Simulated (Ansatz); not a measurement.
# C7H10F2OTi: how energies converge with the basis set

How large a basis does C7H10F2OTi need? Two functionals are run in growing sets.

Computed with Ansatz 0.2.0, Gaussian basis. Level: one geometry, several basis sets.

Levels to be run: PBE0-D4/def2-SVP; ωB97M-V/def2-SVP; PBE0-D4/def2-QZVPP; ωB97M-V/def2-QZVPP; the functionals' def2-TZVPP values are taken from earlier runs.

### 1 The relaxed structure

An earlier PBE0-D4 in a triple-zeta def2 set relaxation fixed the geometry.

SMILES `CC[C@@]12[C@H]3[C@H]4[C@H]5[C@@H]1[Ti]4532([OH])([F])[F]`, 21 atoms, charge 0, spin multiplicity 1.

Atoms are counted from 1 here; the program's logs count them from 0.

Bond lengths: C1–C2 1.519 Å, C1–H12 1.092 Å, C1–H13 1.093 Å, C1–H14 1.091 Å, C2–C3 1.495 Å, C2–H15 1.094 Å, C2–H16 1.097 Å, C3–C4 1.413 Å, C3–C7 1.417 Å, C3–Ti8 2.375 Å, C4–C5 1.412 Å, C4–Ti8 2.354 Å, C4–H17 1.079 Å, C5–C6 1.409 Å, C5–Ti8 2.349 Å, C5–H18 1.080 Å, C6–C7 1.407 Å, C6–Ti8 2.364 Å and more. Angles: C2–C1–H12 111.6°, C2–C1–H13 111.3°, C2–C1–H14 110.5°, H12–C1–H13 107.9°, H12–C1–H14 107.5°, H13–C1–H14 107.9°, C1–C2–C3 114.4°, C1–C2–H15 109.9°, C1–C2–H16 109.6°, C3–C2–H15 108.4°, C3–C2–H16 108.1°, H15–C2–H16 106.0°, C2–C3–C4 127.6°, C2–C3–C7 125.6°, C2–C3–Ti8 119.9°, C4–C3–C7 106.8°, C4–C3–Ti8 71.8°, C7–C3–Ti8 72.1° and more.

As a file:

```xyz
21
C7H10F2OTi
C     0.0674    2.0363   -1.7463
C    -0.1564    1.9604   -0.2456
C    -0.5725    0.6127    0.2506
C    -1.1475   -0.4402   -0.4959
C    -1.3479   -1.5448    0.3612
C    -0.9048   -1.1800    1.6479
C    -0.4193    0.1390    1.5773
Ti    0.9698   -1.1922    0.2073
O     1.3785   -2.7131    1.1180
F     2.2913   -0.0450    0.5517
F     1.2525   -1.5815   -1.5079
H    -0.8478    1.8161   -2.3006
H     0.8345    1.3288   -2.0700
H     0.3920    3.0377   -2.0339
H     0.7542    2.2576    0.2826
H    -0.9262    2.6841    0.0482
H    -1.3369   -0.4305   -1.5585
H    -1.7205   -2.5157    0.0695
H    -0.8629   -1.8280    2.5096
H     0.0520    0.6861    2.3815
H     2.2505   -3.0878    0.9534
```

### 2 PBE0-D4 in def2-SVP

File in.yaml:

```yaml
crystal:
  periodic: [false, false, false]
  atoms:
    - {symbol: C, position_ang: [0.067427, 2.036291, -1.746346]}
    - {symbol: C, position_ang: [-0.156386, 1.960439, -0.245588]}
    - {symbol: C, position_ang: [-0.572545, 0.612743, 0.250554]}
    - {symbol: C, position_ang: [-1.147511, -0.440223, -0.495906]}
    - {symbol: C, position_ang: [-1.347867, -1.544787, 0.361164]}
    - {symbol: C, position_ang: [-0.904843, -1.180008, 1.647879]}
    - {symbol: C, position_ang: [-0.419271, 0.139011, 1.577311]}
    - {symbol: Ti, position_ang: [0.969804, -1.192206, 0.207292]}
    - {symbol: O, position_ang: [1.378489, -2.713065, 1.118020]}
    - {symbol: F, position_ang: [2.291323, -0.044954, 0.551660]}
    - {symbol: F, position_ang: [1.252487, -1.581524, -1.507893]}
    - {symbol: H, position_ang: [-0.847810, 1.816126, -2.300631]}
    - {symbol: H, position_ang: [0.834455, 1.328815, -2.069971]}
    - {symbol: H, position_ang: [0.391959, 3.037682, -2.033877]}
    - {symbol: H, position_ang: [0.754238, 2.257572, 0.282578]}
    - {symbol: H, position_ang: [-0.926204, 2.684061, 0.048227]}
    - {symbol: H, position_ang: [-1.336864, -0.430540, -1.558462]}
    - {symbol: H, position_ang: [-1.720459, -2.515705, 0.069473]}
    - {symbol: H, position_ang: [-0.862902, -1.827996, 2.509570]}
    - {symbol: H, position_ang: [0.051955, 0.686123, 2.381488]}
    - {symbol: H, position_ang: [2.250525, -3.087845, 0.953449]}
basis:
  gaussian: {orbitals: def2-SVP}
hamiltonian: {xc: pbe0, dispersion: d4}
output: {orbitals: {seedname: orbitals}}
```

The run is started by

```sh
$ ansatz run in.yaml --threads 4 --pin off --events-out ev --progress --plain --max-ram 66560MiB --backend cpu
```

The runs that follow: ωB97M-V in def2-SVP; PBE0-D4 in def2-QZVPP; ωB97M-V in def2-QZVPP.

**Question.** What will the summary of the whole plan be? Wanted: PBE0-D4: double and triple zeta above quadruple; ωB97M-V: double and triple zeta above quadruple.

As calculated:

| quantity | value |
| --- | --- |
| PBE0-D4: double and triple zeta above quadruple | 21.53, 1.21 eV |
| ωB97M-V: double and triple zeta above quadruple | 22.05, 1.13 eV |

**Reading.** PBE0-D4 gains 20.33 eV from double to triple zeta, then 1.21 eV more. Total energies overstate the basis error of differences, where much of it tends to cancel.
